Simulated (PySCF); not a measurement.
# C2H5AlF2: the cost of one run

Program: PySCF 2.14.0. Level of theory: levels as typed in each script, gas phase, geometry from GFN2-xTB. These are calculated values, not measurements.

## (1) The system as given

SMILES `C[CH2][Al]([F])[F]`, 10 atoms, charge 0, spin multiplicity 1.

Bond lengths: C1–C2 1.531 Å, C1–H6 1.090 Å, C1–H7 1.088 Å, C1–H8 1.088 Å, C2–Al3 1.992 Å, C2–H9 1.094 Å, C2–H10 1.094 Å, Al3–F4 1.651 Å, Al3–F5 1.651 Å. Angles: C2–C1–H6 110.7°, C2–C1–H7 110.8°, C2–C1–H8 110.8°, H6–C1–H7 108.4°, H6–C1–H8 108.4°, H7–C1–H8 107.6°, C1–C2–Al3 110.7°, C1–C2–H9 110.1°, C1–C2–H10 110.1°, Al3–C2–H9 110.2°, Al3–C2–H10 110.2°, H9–C2–H10 105.5°, C2–Al3–F4 120.9°, C2–Al3–F5 124.0°, F4–Al3–F5 115.1°.

As a file:

```tsv
atom	x (Å)	y (Å)	z (Å)
C1	2.3319	0.1778	0.0003
C2	1.2321	-0.8880	-0.0004
Al3	-0.5694	-0.0384	0.0001
F4	-0.7328	1.6040	-0.0002
F5	-1.9881	-0.8820	0.0002
H6	3.3183	-0.2857	0.0001
H7	2.2525	0.8162	-0.8774
H8	2.2524	0.8151	0.8788
H9	1.3414	-1.5422	0.8700
H10	1.3415	-1.5411	-0.8718
```

## (2) Stretching a bond (6-31g*)

input.py

```python
import numpy as np
from pyscf import gto, scf, mcscf

mol = gto.M(atom='''
C      2.33190     0.17777     0.00031
C      1.23210    -0.88796    -0.00037
Al    -0.56939    -0.03843     0.00007
F     -0.73279     1.60400    -0.00019
F     -1.98811    -0.88195     0.00017
H      3.31829    -0.28567     0.00006
H      2.25253     0.81620    -0.87743
H      2.25241     0.81510     0.87878
H      1.34136    -1.54221     0.87002
H      1.34149    -1.54112    -0.87175
''', basis='6-31g*', charge=0, spin=0, verbose=4)
# stretch the bond between atoms 3 and 4, from long to short, fragments rigid
a, b, move = 2, 3, [3]
xyz = mol.atom_coords(unit='Angstrom')
u = xyz[b] - xyz[a]
r0 = np.linalg.norm(u)
rows, last, dm_u = [], None, None
for r in [4.98, 3.92, 3.2, 2.76, 2.4, 2.14, 1.96, 1.78, 1.64]:
    new = xyz.copy()
    new[move] += u / r0 * (r - r0)
    m = mol.set_geom_(new, unit='Angstrom', inplace=False)
    rhf = scf.RHF(m).density_fit(auxbasis='def2-universal-jkfit').run()
    uhf = scf.UHF(m).density_fit(auxbasis='def2-universal-jkfit').newton()
    if dm_u is None:
        c = rhf.mo_coeff
        h = m.nelectron // 2 - 1
        ca, cb = c.copy(), c.copy()
        ca[:, h], cb[:, h] = (c[:, h] + c[:, h + 1]) / 2**.5, (c[:, h] - c[:, h + 1]) / 2**.5
        dm_u = np.array([x[:, :h + 1] @ x[:, :h + 1].T for x in (ca, cb)])
    uhf.kernel(dm0=dm_u)
    for _ in range(3):
        c, _, stable, _ = uhf.stability(return_status=True)
        if stable:
            break
        uhf.kernel(c, uhf.mo_occ)
    dm_u = uhf.make_rdm1()
    mc = mcscf.CASSCF(rhf, 2, 2)
    mc.natorb = True
    mc.fix_spin_(ss=0)
    guess = mcscf.addons.make_natural_orbitals(uhf)[1] if last is None else mcscf.project_init_guess(mc, last.mo_coeff, last.mol)
    mc.kernel(guess)
    last = mc
    act = slice(mc.ncore, mc.ncore + mc.ncas)
    print('r %.3f  RHF %.6f  UHF %.6f  <S^2> %.3f  CASSCF %.6f  occupations' % (r, rhf.e_tot, uhf.e_tot, uhf.spin_square()[0], mc.e_tot), mc.mo_occ[act].round(4))
    rows.append((new, rhf.e_tot, uhf.e_tot, uhf.spin_square()[0], mc.e_tot, mc.mo_occ[act], mc.mo_coeff[:, act], dm_u[0] - dm_u[1], rhf.converged and uhf.converged and mc.converged))
    np.savez('result.npz', **{k: [row[i] for row in rows] for i, k in enumerate('xyz rhf uhf s2 cas occ c spin ok'.split())})
```

Run with:

```sh
OMP_NUM_THREADS=1 python input.py
```

**Question.** How long does this run take on 1 thread of Arm Neoverse V2, shared host, and how much memory does it need?

About 5.6 min, with a peak of 0.22 GiB.
